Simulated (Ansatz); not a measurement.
# CH₅BN₂Si: how energies converge with the basis set

The task here is to estimate one member of a computed series from the others.

Computed with Ansatz 0.2.0, Gaussian basis. Level: one geometry, several basis sets.

Plan: PBE0-D4/def2-SVP; ωB97M-V/def2-SVP; PBE0-D4/def2-QZVPP; ωB97M-V/def2-QZVPP; the functionals' def2-TZVPP values are taken from earlier runs.

### The relaxed structure

An earlier PBE0-D4 in a triple-zeta def2 set relaxation fixed the geometry.

10 atoms, charge 0, spin multiplicity 1.

Atoms are counted from 1 here; the program's logs count them from 0.

Bond lengths: Si1–B2 2.012 Å, Si1–H6 1.491 Å, Si1–H7 1.488 Å, Si1–H8 1.484 Å, B2–N3 1.463 Å, B2–C4 1.718 Å, B2–N5 1.501 Å, N3–C4 1.302 Å, C4–N5 1.401 Å, C4–H9 1.094 Å, N5–H10 1.016 Å. Angles: B2–Si1–H6 108.4°, B2–Si1–H7 110.7°, B2–Si1–H8 111.6°, H6–Si1–H7 107.8°, H6–Si1–H8 109.0°, H7–Si1–H8 109.2°, Si1–B2–N3 130.9°, Si1–B2–C4 149.4°, Si1–B2–N5 130.9°, N3–B2–C4 47.5°, N3–B2–N5 94.7°, C4–B2–N5 51.0°, B2–N3–C4 76.6°, B2–C4–N3 55.9°, B2–C4–N5 56.5°, B2–C4–H9 152.9°, N3–C4–N5 107.5°, N3–C4–H9 128.0° and more.

Geometry (Å):

```
Si   -1.0505   -1.2790   -0.5326
B     0.4884   -0.2097    0.1995
N     0.8976    0.0603    1.5779
C     1.0657    1.2063    0.9829
N     1.2444    0.9495   -0.3826
H    -2.2425   -0.3882   -0.6176
H    -0.7472   -1.7670   -1.9056
H    -1.3738   -2.4372    0.3376
H     0.9374    2.2088    1.4027
H     0.8637    1.6050   -1.0593
```

Set-up of the first run:

in.yaml reads:

```yaml
crystal:
  periodic: [false, false, false]
  atoms:
    - {symbol: Si, position_ang: [-1.050472, -1.278986, -0.532607]}
    - {symbol: B, position_ang: [0.488422, -0.209741, 0.199499]}
    - {symbol: N, position_ang: [0.897594, 0.060273, 1.577887]}
    - {symbol: C, position_ang: [1.065661, 1.206297, 0.982950]}
    - {symbol: N, position_ang: [1.244424, 0.949511, -0.382642]}
    - {symbol: H, position_ang: [-2.242497, -0.388219, -0.617582]}
    - {symbol: H, position_ang: [-0.747230, -1.767037, -1.905643]}
    - {symbol: H, position_ang: [-1.373840, -2.437160, 0.337646]}
    - {symbol: H, position_ang: [0.937386, 2.208832, 1.402740]}
    - {symbol: H, position_ang: [0.863651, 1.605031, -1.059347]}
basis:
  gaussian: {orbitals: def2-SVP}
hamiltonian: {xc: pbe0, dispersion: d4}
output: {orbitals: {seedname: orbitals}}
```

Started as:

```
$ ansatz run in.yaml --threads 2 --pin off --events-out ev --progress --plain --max-ram 4352MiB
```

Among the steps run: PBE0-D4 in def2-SVP; ωB97M-V in def2-SVP; PBE0-D4 in def2-QZVPP; ωB97M-V in def2-QZVPP.

One of the session's tables, all rows but one given; the rest of the session is left out.

It belongs to the step «Functionals by basis». 

```
functional       basis  HOMO (eV)
   PBE0-D4    def2-SVP          ?
   PBE0-D4  def2-TZVPP      -7.64
   PBE0-D4  def2-QZVPP      -7.67
   ωB97M-V    def2-SVP      -9.71
   ωB97M-V  def2-TZVPP      -9.91
   ωB97M-V  def2-QZVPP      -9.93
```

Q: Estimate the row for PBE0-D4, def2-SVP from the others.

As computed: HOMO (eV): -7.47. In the column «HOMO (eV)» it is the highest.
